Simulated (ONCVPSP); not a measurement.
# An ONCV potential for copper, from input to tests

Task: generate the file, and judge it by its errors in other configurations, its logarithmic derivatives, its ghosts and its cutoff.

Method: ONCVPSP 4.0.1.1 (patched build), PBEsol, scalar-relativistic.

### Step 1. The design

Typed settings, in words:

```json
{
  "element": "copper (Cu, Z = 29)",
  "type": "optimised norm-conserving Vanderbilt (ONCV)",
  "frozen core": "[Ne]",
  "valence charge": "19",
  "reference configuration": "3s2 3p6 3d10 4s1",
  "partial waves": "3s+4s: rc 1.64 bohr, ncon 4, nbas 8, qcut 7 1/bohr, 2 projectors; 3p: rc 1.00 bohr, ncon 3, nbas 7, qcut 9.5 1/bohr, 2 projectors, debl 3 Ha; 3d: rc 1.76 bohr, ncon 4, nbas 9, qcut 11.5 1/bohr, 2 projectors, debl 2.6 Ha",
  "local potential": "polynomial inside 0.62 bohr (lpopt 5, dvloc0 4 Ha)",
  "core correction": "polynomial model core, fcfact 0.55"
}
```

The outer shells as boxes (Hund's rule for the drawing; the calculation is spin-unpolarised):

```
[Ne] core
3s [↑↓]
3p [↑↓][↑↓][↑↓]
3d [↑↓][↑↓][↑↓][↑↓][↑↓]
4s [↑ ]
```

An earlier all-electron run gives the scale for the radii.

All-electron outer shells of the reference configuration (PBEsol, scalar-relativistic, ld1.x):

| shell | level (eV) | outermost node (bohr) | outermost maximum (bohr) |
| --- | --- | --- | --- |
| 2p | -916.42 | – | 0.16 |
| 3s | -114.40 | 0.29 | 0.61 |
| 3p | -72.00 | 0.26 | 0.62 |
| 3d | -5.06 | – | 0.60 |
| 4s | -4.61 | 0.89 | 2.27 |
| 4p | -0.64 | 0.98 | 3.56 |

### Step 2. Generation

The input, Cu.dat:

```
# ATOM AND REFERENCE CONFIGURATION
# atsym  z   nc   nv     iexc    psfile
  Cu 29.00    3    4  -116133      upf
#
#   n    l    f
    1    0    2.00
    2    0    2.00
    2    1    6.00
    3    0    2.00
    3    1    6.00
    3    2   10.00
    4    0    1.00
#
# PSEUDOPOTENTIAL AND OPTIMIZATION
# lmax
    2
#
#   l,   rc,      ep,       ncon, nbas, qcut
    0    1.64    0.00    4    8    7.00
    1    1.00    0.00    3    7    9.50
    2    1.76    0.00    4    9   11.50
#
# LOCAL POTENTIAL
# lloc, lpopt,  rc(5),   dvloc0
    4    5    0.62    4.00
#
# VANDERBILT-KLEINMAN-BYLANDER PROJECTORs
# l, nproj, debl
    0    2    3.60
    1    2    3.00
    2    2    2.60
#
# MODEL CORE CHARGE
# icmod, fcfact, rcfact
    1    0.55    0.00
#
# LOG DERIVATIVE ANALYSIS
# epsh1, epsh2, depsh
   -6.00    5.00    0.04
#
# OUTPUT GRID
# rlmax, drl
    6.00    0.01
#
# TEST CONFIGURATIONS
# ncnf
    4
# nvcnf
#   n    l    f
    4
    3    0    2.00
    3    1    6.00
    3    2   10.00
    4    0    0.00
#
    4
    3    0    2.00
    3    1    6.00
    3    2    9.00
    4    0    0.00
#
    4
    3    0    2.00
    3    1    6.00
    3    2    8.00
    4    0    0.00
#
    4
    3    0    2.00
    3    1    5.00
    3    2   10.00
    4    0    1.00
#
```

Command:

```bash
$ oncvpsp.x < Cu.dat > Cu.out
```

What the program wrote to Cu.out (without the consistency checks and plot data):

```text
ONCVPSP  (Optimized Norm-Conservinng Vanderbilt PSeudopotential)
scalar-relativistic version 4.0.1.1, modified

#   n    l    f        energy (Ha)
    1    0    2.00    -3.2497347E+02
    2    0    2.00    -3.9007500E+01
    2    1    6.00    -3.3677990E+01
    3    0    2.00    -4.2042910E+00
    3    1    6.00    -2.6459231E+00
    3    2   10.00    -1.8594224E-01
    4    0    1.00    -1.6936025E-01

Reference configufation results
  iterations    41
  all-electron total energy (Ha)   -1.65349048D+03

Begin loop to  construct optimized pseudo wave functions
and semi-local pseudopoentials for all angular momenta

Calculating optimized projector #   1

 for l=   0

    Fraction of norm inside rc  0.994813
    Optimizing pswf for qcut=   6.99 a_B^-1,  ecut=  24.43 Ha
    Residual kinetic energy error=  2.65D-06 Ha

    Energy error per electron        Cutoff
         Ha          eV             Ha
         0.01000     0.27211       13.22
         0.00100     0.02721       17.14
         0.00010     0.00272       20.25
         0.00001     0.00027       22.87

Calculating optimized projector #   2

 for l=   0

    Fraction of norm inside rc  0.114664
    Optimizing pswf for qcut=   6.99 a_B^-1,  ecut=  24.43 Ha
    Residual kinetic energy error=  1.18D-06 Ha

    Energy error per electron        Cutoff
         Ha          eV             Ha
         0.01000     0.27211        8.94
         0.00100     0.02721       12.93
         0.00010     0.00272       16.33
         0.00001     0.00027       19.20

   Wellstate for l =  1  n =  4
     eigenvalue =   0.3541
     asymptotic potential =   0.8541
     half-point radius =  3.0086

Calculating optimized projector #   1

 for l=   1

    Fraction of norm inside rc  0.815140
    Optimizing pswf for qcut=   9.48 a_B^-1,  ecut=  44.94 Ha
    Residual kinetic energy error=  2.86D-04 Ha

    Energy error per electron        Cutoff
         Ha          eV             Ha
         0.01000     0.27211       33.28
         0.00100     0.02721       40.91
         0.00010     0.00272       65.13
         0.00001     0.00027      168.81

Calculating optimized projector #   2

 for l=   1

    Fraction of norm inside rc  0.041017
    Optimizing pswf for qcut=   9.48 a_B^-1,  ecut=  44.94 Ha
    Residual kinetic energy error=  5.03D-05 Ha

    Energy error per electron        Cutoff
         Ha          eV             Ha
         0.01000     0.27211       25.79
         0.00100     0.02721       35.23
         0.00010     0.00272       42.81
         0.00001     0.00027       64.59

   Wellstate for l =  2  n =  5
     eigenvalue =   2.4141
     asymptotic potential =   2.9141
     half-point radius =  3.2828

Calculating optimized projector #   1

 for l=   2

    Fraction of norm inside rc  0.876955
    Optimizing pswf for qcut=  11.50 a_B^-1,  ecut=  66.11 Ha
    Residual kinetic energy error=  7.73D-06 Ha

    Energy error per electron        Cutoff
         Ha          eV             Ha
         0.01000     0.27211       38.75
         0.00100     0.02721       46.38
         0.00010     0.00272       53.04
         0.00001     0.00027       61.16

Calculating optimized projector #   2

 for l=   2

    Fraction of norm inside rc  0.208828
    Optimizing pswf for qcut=  11.50 a_B^-1,  ecut=  66.11 Ha
    Residual kinetic energy error=  3.84D-08 Ha

    Energy error per electron        Cutoff
         Ha          eV             Ha
         0.01000     0.27211       37.81
         0.00100     0.02721       45.83
         0.00010     0.00272       52.09
         0.00001     0.00027       57.06

Construct Vanderbilt / Kleinmman-Bylander projectors

B matrix Hermiticity error, ll=   0
   1   2    4.2215E-04

  Orthonormal projector coefficients  1.7799E+01  1.8195E+00

B matrix Hermiticity error, ll=   1
   1   2    3.9070E-04

  Orthonormal projector coefficients  1.2773E+01  2.2970E+00

B matrix Hermiticity error, ll=   2
   1   2   -2.5026E-04

  Orthonormal projector coefficients -5.4796E+00 -2.7035E+00

Model core correction analysis
  based on d2Exc/dn_idn_j

d2excae - all-electron derivatives

   -4.240922D-02   -3.944498D-02   -2.747752D-02   -1.443570D-03
   -3.944734D-02   -3.792001D-02   -2.709174D-02   -1.601465D-03
   -2.752028D-02   -2.716229D-02   -2.357392D-02   -2.469730D-03
   -1.567442D-03   -1.839150D-03   -3.093531D-03   -1.824898D-03

d2excps - pseudofunction derivatives with no core correction

   -5.835372D-02   -4.352109D-02   -2.570831D-02   -2.483706D-03
   -4.352463D-02   -4.090803D-02   -2.772278D-02   -1.840506D-03
   -2.575071D-02   -2.779328D-02   -2.455382D-02   -2.263568D-03
   -2.608532D-03   -2.078167D-03   -2.887373D-03   -1.870341D-03

rms 2nd derivative error    4.378781E-03

Polynomial model core charge

d2excps - pseudofunction derivatives with core correction

   -4.075408D-02   -3.809517D-02   -2.478337D-02   -1.537578D-03
   -3.809738D-02   -3.831060D-02   -2.721615D-02   -1.564156D-03
   -2.482589D-02   -2.728662D-02   -2.449090D-02   -2.216033D-03
   -1.661420D-03   -1.801800D-03   -2.839839D-03   -1.819224D-03

rms 2nd derivative error    1.174618E-03

Pseudoatom total energy -190.039884

Diagnostic tests using Vanderbilt-Kleinman-Bylander pseudopotentials
  1 or more projectors used as specified by nproj input data

   l    rcore       rmatch      e in        delta e   norm test  slope test

   0   1.6477869   1.6978173  -4.2042910   0.0000035   1.0002443   1.0002041
   0   1.6477869   1.6978173  -0.1693602   0.0000006   1.0000169   1.0000114

   1   1.0029254   1.0333764  -2.6459231  -0.0000724   1.0001938   1.0002085
   1   1.0029254   1.0333764   0.3540768   0.0000929   1.0004433   1.0004433

   2   1.7704221   1.8241759  -0.1859422  -0.0000010   1.0001099   1.0001163
   2   1.7704221   1.8241759   2.4140578   0.0000342   1.0001109   1.0001109

 Testing for bound ghosts
   n   l    E NL Schr. Eq   E Basis Diag.   E Cutoff

   1   0       -4.204288       -4.204264     97.94
   2   0       -0.169360       -0.126229     97.94

   2   1       -2.645996       -2.645590    221.57

   3   2       -0.185943       -0.185036    141.55

 Testing for highly-localized positive-energy ghosts
       l    <radius>/rc     E Basis Diag.   E Cutoff

Test configuration 0

   n   l     f        eae           eps        diff
   1   0  2.0000 -324.97347039
   2   0  2.0000  -39.00749990
   2   1  6.0000  -33.67798976
   3   0  2.0000   -4.20429104   -4.20428754    3.50D-06
   3   1  6.0000   -2.64592314   -2.64599556   -7.24D-05
   3   2 10.0000   -0.18594224   -0.18594323   -9.90D-07
   4   0  1.0000   -0.16936025   -0.16935961    6.42D-07

    Total energies and differences
      AE_ref= -1.65349048D+03  AE_tst= -1.65349048D+03  dif=  0.00D+00
      PS_ref= -1.90039884D+02  PS_tst= -1.90039884D+02  dif=  3.56D-10
      PSP excitation error= -3.56D-10

Test configuration 1

   n   l     f        eae           eps        diff
   1   0  2.0000 -325.28907822
   2   0  2.0000  -39.31314948
   2   1  6.0000  -33.98450218
   3   0  2.0000   -4.51954537   -4.52010740   -5.62D-04
   3   1  6.0000   -2.96243084   -2.96218667    2.44D-04
   3   2 10.0000   -0.50135177   -0.50184812   -4.96D-04

    Total energies and differences
      AE_ref= -1.65349048D+03  AE_tst= -1.65319260D+03  dif=  2.98D-01
      PS_ref= -1.90039884D+02  PS_tst= -1.89742270D+02  dif=  2.98D-01
      PSP excitation error=  2.64D-04

Test configuration 2

   n   l     f        eae           eps        diff
   1   0  2.0000 -325.91458699
   2   0  2.0000  -39.95090070
   2   1  6.0000  -34.62084051
   3   0  2.0000   -5.14282741   -5.14261716    2.10D-04
   3   1  6.0000   -3.58067272   -3.58026200    4.11D-04
   3   2  9.0000   -1.08797326   -1.08642715    1.55D-03

    Total energies and differences
      AE_ref= -1.65349048D+03  AE_tst= -1.65240935D+03  dif=  1.08D+00
      PS_ref= -1.90039884D+02  PS_tst= -1.88959035D+02  dif=  1.08D+00
      PSP excitation error=  2.84D-04

Test configuration 3

psatom: WARNING lschvkbb convergence error n,l,iter=   3   2   3
ea(ii),et,emin,emax -1.859432E-01 -2.045376E-01 -2.045376E-01 -2.045376E-01
run_config: WARNING for fully non-local PS atom, stg. 1
 WARNING no output for configuration 4

Test configuration 4

   n   l     f        eae           eps        diff
   1   0  2.0000 -325.71695235
   2   0  2.0000  -39.62705993
   2   1  6.0000  -34.31102913
   3   0  2.0000   -4.78457076   -4.81131816   -2.67D-02
   3   1  5.0000   -3.22137478   -3.23588049   -1.45D-02
   3   2 10.0000   -0.72403713   -0.72437983   -3.43D-04
   4   0  1.0000   -0.50284285   -0.50309131   -2.48D-04

    Total energies and differences
      AE_ref= -1.65349048D+03  AE_tst= -1.65057252D+03  dif=  2.92D+00
      PS_ref= -1.90039884D+02  PS_tst= -1.87113940D+02  dif=  2.93D+00
      PSP excitation error= -7.99D-03
```

Wall time 5.5 s (1 thread of Neoverse-N1, shared host).

All-electron and pseudo partial waves u(r) = r·R(r), from the program's wave files:

```csv
r (bohr),3s AE,3s PS
0.088,-0.2625,0.2933
0.176,-0.6919,0.5663
0.264,-0.1913,0.8010
0.352,0.4885,0.9840
0.440,0.9914,1.1073
0.528,1.2529,1.1690
0.616,1.3224,1.1733
0.704,1.2686,1.1285
0.792,1.1486,1.0460
0.880,1.0017,0.9387
0.968,0.8514,0.8186
1.056,0.7104,0.6965
1.144,0.5848,0.5805
1.232,0.4765,0.4759
1.320,0.3853,0.3855
1.408,0.3095,0.3097
1.496,0.2475,0.2475
1.584,0.1971,0.1971
1.672,0.1565,0.1564
1.760,0.1239,0.1238
1.848,0.0978,0.0978
1.936,0.0771,0.0771
2.024,0.0607,0.0607
2.112,0.0477,0.0477
2.200,0.0375,0.0375
2.288,0.0294,0.0294
```

Densities times 4π (e/bohr³); a dash where the program caps the true core:

```csv
r (bohr),pseudo valence,true core,model core
0.088,26.39,–,689
0.264,46.02,332.9,266
0.440,63.61,16.29,16.29
0.616,57.14,0.6666,0.6666
0.792,34.64,0.02641,0.02641
0.968,16.15,0.001054,0.001054
1.144,6.993,4.341e-05,4.341e-05
1.320,3.261,1.87e-06,1.87e-06
1.496,1.721,1e-07,1e-07
1.672,1.001,0,0
1.848,0.6238,0,0
2.024,0.4108,0,0
2.200,0.282,0,0
```

### Step 3. Transferability, from the output's test configurations

1 test gave no usable energy difference (3s2 3p6 3d8 4s0).

The tests as a table, with energies relative to 3s2 3p6 3d10 4s1.

| valence configuration | charge | ΔE all-electron (eV) | error AE − PS (meV) |
| --- | --- | --- | --- |
| 3s2 3p6 3d10 4s0 | +1 | 8.106 | +7.2 |
| 3s2 3p6 3d9 4s0 | +2 | 29.419 | +7.7 |
| 3s2 3p5 3d10 4s1 | +1 | 79.402 | -217 |

### Step 4. Logarithmic derivatives

Taken from the files of the generation run. The phase is arctan(r·R′/R) of the radial function R, unwrapped, with energies in Ha. A pole is an energy at which the radial function vanishes at the test radius. The pseudo phase is shifted by a multiple of π to meet the all-electron one at the reference energy. Levels narrower than the energy grid can be missing from the poles. The last column is the largest difference on the grid between −0.5 and +0.5 Ha.

| channel | radius (bohr) | reference (Ha) | poles AE | poles PS | window around the reference with phases within 0.05 rad (Ha) | largest difference near zero (rad) |
| --- | --- | --- | --- | --- | --- | --- |
| s | 1.67 | -0.17 | -4.14, 3.93 | -4.14, 3.82 | the whole range | 0.000 |
| p | 1.01 | -2.65 | -0.48 | -0.48 | the whole range | 0.000 |
| d | 1.79 | -0.19 | 0.06, 4.95 | 0.06, 4.97 | the whole range | 0.000 |

Phases (rad) along the scan:

```csv
E (Ha),s AE,s PS,d AE,d PS
-5.96,1.327,1.327,1.383,1.383
-5.40,1.299,1.299,1.373,1.373
-4.84,1.240,1.240,1.360,1.360
-4.28,-0.601,-0.601,1.344,1.344
-3.72,-1.792,-1.792,1.325,1.325
-3.16,-1.867,-1.867,1.300,1.300
-2.60,-1.931,-1.931,1.266,1.266
-2.04,-2.014,-2.014,1.216,1.216
-1.48,-2.143,-2.144,1.129,1.129
-0.92,-2.382,-2.383,0.915,0.915
-0.36,-2.879,-2.879,-0.507,-0.507
0.20,-3.630,-3.630,-1.693,-1.693
0.76,-4.129,-4.130,-2.030,-2.030
1.32,-4.370,-4.371,-2.566,-2.565
1.88,-4.500,-4.502,-3.615,-3.615
2.44,-4.582,-4.585,-4.215,-4.215
3.00,-4.640,-4.644,-4.443,-4.443
3.56,-4.686,-4.692,-4.559,-4.559
4.12,-4.726,-4.735,-4.633,-4.632
4.68,-4.763,-4.779,-4.689,-4.687
```

### Step 5. Plane-wave cutoff and ghosts

From the same output: the cutoffs (Ha) at which the residual kinetic energy of the hardest occupied pseudo-wave falls to 1 and 0.1 mHa per electron are 46 Ha and 65 Ha.

The program's own ghost test: no bound ghost flagged; no localised positive-energy state flagged.

Cutoff (Ha) at which the first wave of each channel reaches a given error (Ha per electron):

```csv
error,s,p,d
1.0e-02,13.2,33.3,38.7
3.2e-03,15.4,37.0,42.8
1.0e-03,17.1,40.9,46.4
3.2e-04,18.8,44.6,49.9
1.0e-04,20.3,65.1,53.0
3.2e-05,21.6,141.9,56.5
1.0e-05,22.9,168.8,61.2
```

### Step 6. What came out

| quantity | value |
| --- | --- |
| cutoffs for 1 and 0.1 mHa per electron, occupied waves | 46 Ha and 65 Ha |
| bound ghosts | none found |
| GHOST(+) flags | none at low energy |
| largest test error (AE − PS) | -217 meV, for 3s2 3p5 3d10 4s1 (1 test unsolved) |
| largest phase difference near zero energy, channels read | 0.000 rad |
| rms error of d²Exc/dn², without and with the model core | 4.38 and 1.17 mHa |

**Reading.** The worst unpolarised test, 3s2 3p5 3d10 4s1, is off by 217 meV on 79.4 eV; by total energies transferability rates as fair for so large an energy. That test lies far up in energy; among those under 40 eV, nearer to bonding, the largest error is 7.7 meV. Of the tests 1 gave no usable energy difference, which is a warning in itself. It counts as hard, with 46 Ha needed at the looser tolerance. It is free of bound ghosts as far as tested. Near zero energy the phases of the channels with partial waves agree within 0.001 rad.
